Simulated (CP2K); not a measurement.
Crystal: NaLaMnMoO6.

```
Na La Mn Mo O
1.0
     5.43213    0.00000    0.00000
     2.43338    4.93995    0.00000
     0.10350    2.66612    5.05559
Na La Mn Mo O
1 1 1 1 6
Direct
  0.69740 0.05972 0.73638
  0.41072 0.51412 0.00994
  0.92147 0.57866 0.41655
  0.21633 0.97870 0.33337
  0.56869 0.61375 0.56391
  0.40995 0.05114 0.05764
  0.31236 0.21070 0.45135
  0.04288 0.86047 0.12140
  0.05836 0.76646 0.60633
  0.86183 0.36628 0.20313
```

The cell was built by a generator and needn't be a form met in nature.

Base run:

* Program: CP2K 2026.2
* Functional: r2SCAN
* Potentials or basis: POTENTIAL_UZH Na GTH-PBE-q9, Mo GTH-PBE-q14, O GTH-PBE-q6; GTH_POTENTIALS La GTH-PBE-q11, Mn GTH-PBE-q15; TZVP-MOLOPT-PBE-GTH, TZVP-MOLOPT-SR-GTH basis
* Density cutoff: 13606 eV
* k mesh: 6 × 6 × 5
* Occupations: fermi-dirac, width 0.05 eV
* Spin: collinear spin, ferromagnetic start
* Starting moments: [0.0, 0.0, 4.0, 1.0, 0.0, 0.0, 0.0, 0.0, 0.0, 0.0] μB

Its results: band gap on the k mesh 0.63 eV, direct; pressure -1.0 GPa; net moment 5.00 μB per cell; site moments Na +0.00; La +0.05; Mn +4.68; Mo +0.28; O -0.03, +0.01, +0.00, +0.02, -0.01 μB.

Task: The run is repeated on the same cell with these changes: functional from r2SCAN to RPBE. What comes out?

Result: Band gap on the k mesh 0.43 eV, direct; pressure 4.9 GPa; net moment 5.00 μB per cell; site moments Na -0.00; La +0.04; Mn +4.63; Mo +0.33; O -0.03, +0.02, +0.01, +0.03, -0.01 μB.

r2SCAN gives the wider gap, since meta-GGAs in the generalised Kohn-Sham scheme recover part of the derivative discontinuity.

Caveats: the potentials were made for another functional, which shifts forces and pressure; spin-orbit coupling is left out, which moves the levels of the heavy elements; the mesh misses the band edges, which the band path finds closer together; the basis of atomic orbitals isn't converged, which shifts pressures, moduli and gaps; a cell with one magnetic atom can't hold antiferromagnetic order, which such compounds often take.

Not every run made on this cell is shown here.
